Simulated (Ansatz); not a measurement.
# CH₅Cl₂InO: small, medium and large basis sets

The task here is to estimate one member of a computed series from the others.

Program: Ansatz 0.2.0, Gaussian basis. Level of theory: one geometry, several basis sets. These are calculated values, not measurements.

The runs, in order: PBE0-D4/def2-SVP; ωB97M-V/def2-SVP; PBE0-D4/def2-QZVPP; ωB97M-V/def2-QZVPP; the functionals' def2-TZVPP values are taken from earlier runs.

### The geometry

An earlier PBE0-D4 in a triple-zeta def2 set relaxation fixed the geometry. In takes the def2 core potential; no spin-orbit term is included.

SMILES `[CH3][In-]([OH2+])([Cl])[Cl]`, 10 atoms, charge 0, spin multiplicity 1.

Atoms are counted from 1 here; the program's logs count them from 0.

Bond lengths: C1–In2 2.125 Å, C1–H6 1.089 Å, C1–H7 1.090 Å, C1–H8 1.089 Å, In2–O3 2.340 Å, In2–Cl4 2.361 Å, In2–Cl5 2.361 Å, O3–H9 0.967 Å, O3–H10 0.967 Å. Angles: In2–C1–H6 109.4°, In2–C1–H7 108.8°, In2–C1–H8 109.6°, H6–C1–H7 109.3°, H6–C1–H8 109.9°, H7–C1–H8 109.8°, C1–In2–O3 111.0°, C1–In2–Cl4 123.7°, C1–In2–Cl5 123.3°, O3–In2–Cl4 86.6°, O3–In2–Cl5 86.5°, Cl4–In2–Cl5 110.2°, In2–O3–H9 102.5°, In2–O3–H10 102.2°, H9–O3–H10 106.2°.

The first run:

The input, in.yaml:

```yaml
crystal:
  periodic: [false, false, false]
  atoms:
    - {symbol: C, position_ang: [-1.776920, -0.407296, 0.470924]}
    - {symbol: In, position_ang: [-0.082463, 0.475740, -0.459985]}
    - {symbol: O, position_ang: [1.903046, -0.465965, 0.343037]}
    - {symbol: Cl, position_ang: [0.679557, -0.104743, -2.617596]}
    - {symbol: Cl, position_ang: [0.814478, 2.561376, 0.189124]}
    - {symbol: H, position_ang: [-2.550257, 0.347842, 0.605573]}
    - {symbol: H, position_ang: [-1.480345, -0.796191, 1.444791]}
    - {symbol: H, position_ang: [-2.154643, -1.217297, -0.150813]}
    - {symbol: H, position_ang: [2.339869, -0.756539, -0.469442]}
    - {symbol: H, position_ang: [2.390678, 0.311972, 0.647287]}
basis:
  gaussian: {orbitals: def2-SVP}
hamiltonian: {xc: pbe0, dispersion: d4}
output: {orbitals: {seedname: orbitals}}
```

The run is started by

```console
> ansatz run in.yaml --threads 4 --pin off --events-out ev --progress --plain --max-ram 10444MiB
```

Among the steps run: PBE0-D4 in def2-SVP; ωB97M-V in def2-SVP; PBE0-D4 in def2-QZVPP; ωB97M-V in def2-QZVPP.

One table of the session follows, with a row left open; its other results are not shown here.

```
functional       basis  HOMO (eV)
   PBE0-D4    def2-SVP      -8.07
   PBE0-D4  def2-TZVPP          ?
   PBE0-D4  def2-QZVPP      -8.25
   ωB97M-V    def2-SVP     -10.20
   ωB97M-V  def2-TZVPP     -10.39
   ωB97M-V  def2-QZVPP     -10.42
```

Estimate the missing values for PBE0-D4, def2-TZVPP.

**Answer.** HOMO (eV): -8.23. In the column «HOMO (eV)» it lies between PBE0-D4, def2-QZVPP (-8.25) and PBE0-D4, def2-SVP (-8.07).
